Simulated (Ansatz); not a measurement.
# CH5NOSiTe: the cost of one run

Method: RKS B3LYP-D4/def2-SVP, in Ansatz 0.2.0.

### Step 1. The structure to begin with

Bond lengths: N1–C2 1.418 Å, C2–Te3 2.110 Å, C2–Si4 1.833 Å, Te3–Si4 2.445 Å, Si4–O5 1.726 Å, N1–H6 1.088 Å, N1–H7 1.019 Å, C2–H8 1.081 Å, Si4–H9 1.462 Å, O5–H10 0.965 Å. Angles (14 of 17 angles, heavy atoms first): N1–C2–Te3 111.0°, N1–C2–Si4 114.8°, Te3–C2–Si4 76.3°, C2–Te3–Si4 46.7°, C2–Si4–Te3 57.0°, C2–Si4–O5 111.7°, Te3–Si4–O5 116.1°, N1–C2–H8 115.6°, Te3–C2–H8 115.3°, Si4–C2–H8 117.6°, C2–N1–H6 107.9°, C2–N1–H7 111.9°, C2–Si4–H9 112.1°, Te3–Si4–H9 125.4°.

Coordinates:

```xyz
10

N    -0.2569    0.2352    1.4819
C     0.2054   -0.6894    0.5115
Te    2.2244   -0.3220    0.0194
Si    0.1290   -0.0901   -1.2190
O    -0.5238    1.5050   -1.3149
H    -1.3416    0.1660    1.5201
H     0.1022    0.0210    2.4115
H    -0.0449   -1.7245    0.6952
H    -0.4364   -1.0909   -2.1230
H     0.0256    1.9384   -1.9796
```

### Step 2. End point A

Contents of input.yaml:

```yaml
crystal:
  periodic: [false, false, false]
  atoms:
    - { symbol: "N", position_ang: [-0.2569, 0.2352, 1.4819] }
    - { symbol: C, position_ang: [0.2054, -0.6894, 0.5115] }
    - { symbol: Te, position_ang: [2.2244, -0.322, 0.0194] }
    - { symbol: Si, position_ang: [0.129, -0.0901, -1.219] }
    - { symbol: O, position_ang: [-0.5238, 1.505, -1.3149] }
    - { symbol: H, position_ang: [-1.3416, 0.166, 1.5201] }
    - { symbol: H, position_ang: [0.1022, 0.021, 2.4115] }
    - { symbol: H, position_ang: [-0.0449, -1.7245, 0.6952] }
    - { symbol: H, position_ang: [-0.4364, -1.0909, -2.123] }
    - { symbol: H, position_ang: [0.0256, 1.9384, -1.9796] }
basis:
  gaussian: { orbitals: def2-SVP }
hamiltonian:
  xc: b3lyp
  dispersion: d4
relax:
  f_tol: 0.015
  max_steps: 40
output:
  orbitals: {}
```

Launch:

```console
$ ansatz run input.yaml --threads 2 --pin off --max-ram 3072MiB --backend cpu --events-out ev --progress --plain --runs-dir out
```

What time and memory should one allow on 2 threads of Intel Xeon Platinum 8259CL at 2.50GHz (Skylake/Cascade Lake), shared host?

About 89 s, with a peak of 0.3 GiB.
